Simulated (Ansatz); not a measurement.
# CH4BClO: how energies converge with the basis set

How large a basis does CH4BClO need? Two functionals are run in growing sets.

Method: one geometry, several basis sets; program: Ansatz 0.2.0, Gaussian basis.

Plan: PBE0-D4/def2-SVP; ωB97M-V/def2-SVP; PBE0-D4/def2-QZVPP; ωB97M-V/def2-QZVPP; the functionals' def2-TZVPP values are taken from earlier runs.

## Step 1: Structure used throughout

All runs share one geometry, relaxed beforehand with PBE0-D4 in a triple-zeta def2 set.

SMILES `OBCCl`, 8 atoms, charge 0, spin multiplicity 1.

Atoms are counted from 1 here; the program's logs count them from 0.

Bond lengths: O1–B2 1.340 Å, O1–H5 0.969 Å, B2–C3 1.576 Å, B2–H6 1.198 Å, C3–Cl4 1.791 Å, C3–H7 1.092 Å, C3–H8 1.092 Å. Angles: B2–O1–H5 111.2°, O1–B2–C3 122.2°, O1–B2–H6 118.2°, C3–B2–H6 119.5°, B2–C3–Cl4 112.6°, B2–C3–H7 111.2°, B2–C3–H8 111.2°, Cl4–C3–H7 107.3°, Cl4–C3–H8 107.3°, H7–C3–H8 106.9°.

## Step 2: PBE0-D4 in def2-SVP

The input, in.yaml:

```yaml
crystal:
  periodic: [false, false, false]
  atoms:
    - {symbol: O, position_ang: [-0.617917, 1.523757, -0.432170]}
    - {symbol: B, position_ang: [0.085071, 0.744029, 0.400478]}
    - {symbol: C, position_ang: [0.289699, -0.796218, 0.137604]}
    - {symbol: Cl, position_ang: [-0.511388, -1.351313, -1.364810]}
    - {symbol: H, position_ang: [-0.961851, 1.015136, -1.181783]}
    - {symbol: H, position_ang: [0.569518, 1.246542, 1.374162]}
    - {symbol: H, position_ang: [-0.111002, -1.394114, 0.959432]}
    - {symbol: H, position_ang: [1.349970, -1.044920, 0.051387]}
basis:
  gaussian: {orbitals: def2-SVP}
hamiltonian: {xc: pbe0, dispersion: d4}
output: {orbitals: {seedname: orbitals}}
```

On the command line:

```console
$ ansatz run in.yaml --threads 2 --pin off --events-out ev --progress --plain --max-ram 4352MiB
```

Further steps of the session: ωB97M-V in def2-SVP; PBE0-D4 in def2-QZVPP; ωB97M-V in def2-QZVPP.

**Question.** What will the summary of the whole plan be? Wanted: PBE0-D4: double and triple zeta above quadruple; ωB97M-V: double and triple zeta above quadruple.

**Answer**, as computed:

```
                                       quantity          value
PBE0-D4: double and triple zeta above quadruple  9.37, 0.60 eV
ωB97M-V: double and triple zeta above quadruple  9.46, 0.57 eV
```

In words: PBE0-D4 gains 8.78 eV from double to triple zeta, then 0.60 eV more. Total energies overstate the basis error of differences, where much of it tends to cancel. The LUMO of ωB97M-V is positive and keeps falling with the basis (2.18 to 1.51 eV): an unbound level that the basis holds in place.
